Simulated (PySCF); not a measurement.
# CH3BF3Ge+ (SMILES [CH3][Ge+]([F])[B](F)F): levels of theory compared

We compute a comparison of 6 runs (HF/def2-SVP, PBE/6-31G, B3LYP/6-31G*, TPSSh/def2-SVP, MP2/6-31G*, MP2/6-31G**) of CH3BF3Ge+. Input form: a Python script.

Program for the calculation: PySCF 2.14.0.

**1. The system as given**

CH3BF3Ge+: 9 atoms, total charge +1, spin state singlet. SMILES: `[CH3][Ge+]([F])[B](F)F`. The shape comes from GFN2-xTB, which is rough for such elements, and wasn't checked as a minimum.

Bond lengths: C1–Ge2 2.003 Å, Ge2–F3 1.729 Å, Ge2–B4 2.228 Å, B4–F5 1.274 Å, B4–F6 1.276 Å, C1–H7 1.092 Å, C1–H8 1.097 Å, C1–H9 1.097 Å. Some angles: C1–Ge2–F3 103.8°, C1–Ge2–B4 154.9°, F3–Ge2–B4 101.3°, Ge2–B4–F5 115.3°, Ge2–B4–F6 119.5°, F5–B4–F6 125.2°, Ge2–C1–H7 111.8°, Ge2–C1–H8 107.1°, Ge2–C1–H9 107.2°, H7–C1–H8 110.9°.

**2. Energy and gradient at HF/def2-SVP (run 1)**

Input file geometry.xyz:

```xyz
9

C     -1.827570    -0.232630    -0.019740
Ge     0.127990     0.202360    -0.000590
F      0.165210     1.931220    -0.020140
B      2.303130    -0.280720     0.029180
F      3.084040     0.724700     0.087070
F      2.676590    -1.500590    -0.012720
H     -2.003290    -1.308940    -0.075000
H     -2.263930     0.280640    -0.885140
H     -2.262170     0.183950     0.897070
```

Input file input.py:

```python
# [CH3][Ge+]([F])[B](F)F
from pyscf import gto, scf

molecule = gto.M(
    atom='geometry.xyz',
    verbose=3,
    charge=1,
    basis='def2-svp',
    max_memory=1860,
)

myscf = scf.RHF(molecule)
myscf.conv_tol = 1e-10
myscf.kernel()
if not myscf.converged:
    myscf = myscf.newton().run(myscf.mo_coeff, myscf.mo_occ)

e_tot = myscf.e_tot
print(f'total energy: {e_tot:.8f} hartree')
grad = myscf.nuc_grad_method().kernel()
dip = myscf.dip_moment()
pop, q = myscf.mulliken_pop()
```

Launch:

```sh
$ OMP_NUM_THREADS=1 python input.py
```

What it wrote:

```text
converged SCF energy = -2437.28887967633
total energy: -2437.28887968 hartree
--------------- RHF gradients ---------------
         x                y                z
0 C    -0.0175640592     0.0053646059    -0.0001303497
1 Ge     0.0108241139    -0.0303073670     0.0005327206
2 F    -0.0002911697     0.0238055930    -0.0002864331
[... 5 lines of this table left out ...]
8 H    -0.0043923843     0.0004039893     0.0021240681
----------------------------------------------

WARN: System has nonzero charge 1; the dipole moment is origin-dependent.
Location of origin: [0. 0. 0.]

Dipole moment(X, Y, Z, Debye): -0.18288, -2.28371,  0.03260
[... 127 lines left out ...]
charge of    8H =      0.15669
```

Run time: 25 s. Hardware: 1 thread of Intel Xeon Platinum 8259CL at 2.50GHz (Skylake/Cascade Lake), shared host; peak memory 0.3 GiB.

**3. Energy and forces at PBE/6-31G (run 2)**

Input file job.py:

```python
# [CH3][Ge+]([F])[B](F)F
from pyscf import gto, dft

mol = gto.M(
    atom='''
C   -1.827570  -0.232630  -0.019740
Ge   0.127990   0.202360  -0.000590
F    0.165210   1.931220  -0.020140
B    2.303130  -0.280720   0.029180
F    3.084040   0.724700   0.087070
F    2.676590  -1.500590  -0.012720
H   -2.003290  -1.308940  -0.075000
H   -2.263930   0.280640  -0.885140
H   -2.262170   0.183950   0.897070
''',
    max_memory=1860,
    verbose=3,
    basis='6-31g',
    spin=0,
    charge=1,
)

ks = dft.RKS(mol)
ks.xc = 'pbe'
ks.conv_tol = 1e-10
ks.grids.level = 5
ks.kernel()
if not ks.converged:
    ks = ks.newton().run(ks.mo_coeff, ks.mo_occ)

e_tot = ks.e_tot
print('Final energy', e_tot)
grad = ks.nuc_grad_method().kernel()
ks.analyze()
```

Launch:

```sh
$ OMP_NUM_THREADS=1 python job.py
```

What it wrote:

```text
converged SCF energy = -2439.99861768259
[... 17 lines left out ...]
MO #8   energy= -24.4723152884837  occ= 2
[... 9 lines left out ...]
MO #18  energy= -1.33800768427684  occ= 2
[... 9 lines left out ...]
MO #28  energy= -0.648668173515025 occ= 2
[... 9 lines left out ...]
MO #38  energy= -0.289371717333264 occ= 0
[... 9 lines left out ...]
MO #48  energy= 0.0373221286200556 occ= 0
[... 9 lines left out ...]
MO #58  energy= 0.674959445194696  occ= 0
[... 9 lines left out ...]
MO #68  energy= 1.09743525325172   occ= 0
[... 9 lines left out ...]
MO #78  energy= 2.74210900841477   occ= 0
[... 11 lines left out ...]
WARN: System has nonzero charge 1; the dipole moment is origin-dependent.
Location of origin: [0. 0. 0.]

Dipole moment(X, Y, Z, Debye):  0.13708, -1.76187,  0.03328
```

It took 63 s on 1 thread of Intel Xeon Platinum 8259CL at 2.50GHz (Skylake/Cascade Lake), shared host; peak memory 0.77 GiB.

Runs 3 to 5 aren't shown in full; the table further down has their settings and results.

**4. Energy and gradient at MP2/6-31G(d,p) (spherical functions) (run 6)**

Input file run.py:

```python
# [CH3][Ge+]([F])[B](F)F
from pyscf import gto, scf, mp

system = gto.Mole()
system.atom = '''
C       -1.827570      -0.232630      -0.019740
Ge       0.127990       0.202360      -0.000590
F        0.165210       1.931220      -0.020140
B        2.303130      -0.280720       0.029180
F        3.084040       0.724700       0.087070
F        2.676590      -1.500590      -0.012720
H       -2.003290      -1.308940      -0.075000
H       -2.263930       0.280640      -0.885140
H       -2.262170       0.183950       0.897070
'''
system.verbose = 4
system.spin = 0
system.charge = 1
system.max_memory = 1860
system.basis = '6-31g**'
system.build()

mf = scf.RHF(system)
mf.conv_tol = 1e-10
mf.kernel()
if not mf.converged:
    mf = mf.newton().run(mf.mo_coeff, mf.mo_occ)

pt = mp.MP2(mf, frozen=14).run()
energy = pt.e_tot
print('E(%s) = %.9f' % ('MP2', energy))
grad = pt.nuc_grad_method().kernel()
dip = mf.dip_moment()
pop, q = mf.mulliken_pop()
```

Launch:

```sh
$ OMP_NUM_THREADS=1 python run.py
```

What it wrote:

```text
PySCF version 2.14.0

[... 65 lines left out ...]
converged SCF energy = -2437.55701098052
[... 18 lines left out ...]
WARN: System has nonzero charge 1; the dipole moment is origin-dependent.
[... 2 lines left out ...]
Dipole moment(X, Y, Z, Debye): -0.08831, -2.16883,  0.03183
[... 127 lines left out ...]
charge of    8H =      0.22795
```

Wall time 76 s (1 thread of Intel Xeon Platinum 8259CL at 2.50GHz (Skylake/Cascade Lake), shared host); peak memory 1.7 GiB.

**5. All runs side by side**

| run | level | integration grid | frozen core orbitals | energy (Eh) | HOMO energy (eV) | LUMO energy (eV) | HOMO–LUMO gap (eV) | wall time |
| --- | --- | --- | --- | --- | --- | --- | --- | --- |
| 1 | HF/def2-SVP | – | – | -2437.288880 | -17.93 | -5.94 | 11.99 | 25 s |
| 2 | PBE/6-31G | 5 | – | -2439.998618 | -13.43 | -9.87 | 3.55 | 63 s |
| 3 | B3LYP/6-31G* (spherical functions) | 5 | – | -2440.887914 | -14.35 | -9.17 | 5.19 | 83 s |
| 4 | TPSSh/def2-SVP | 5 | – | -2440.556378 | -14.03 | -9.44 | 4.59 | 2 min |
| 5 | MP2/6-31G* (spherical functions) | – | 14 | -2438.497237 | -17.77 | -5.79 | 11.99 | 73 s |
| 6 | MP2/6-31G** (spherical functions) | – | 14 | -2438.520497 | -17.76 | -5.78 | 11.98 | 76 s |

**6. What came out**

| quantity | value |
| --- | --- |
| run 6: total energy | -2438.52050 Eh |
| run 6: HOMO energy (Hartree–Fock orbitals) | -17.76 eV |
| run 6: LUMO energy (Hartree–Fock orbitals) | -5.78 eV |
| run 6: HOMO–LUMO gap (Hartree–Fock orbitals) | 11.98 eV |
| run 6: correlation energy (14 core orbitals frozen) | -963.5 mEh |
| run 6: largest force on an atom | 1.522 eV/Å |

In words: Over runs 1, 2, 3, 4 the HOMO–LUMO gap runs from 3.55 eV (PBE/6-31G) to 11.99 eV (HF/def2-SVP). The two ends differ in method and basis. Totals of different functionals can't be ranked against each other. All runs together took 7.3 min, the longest 2 min.
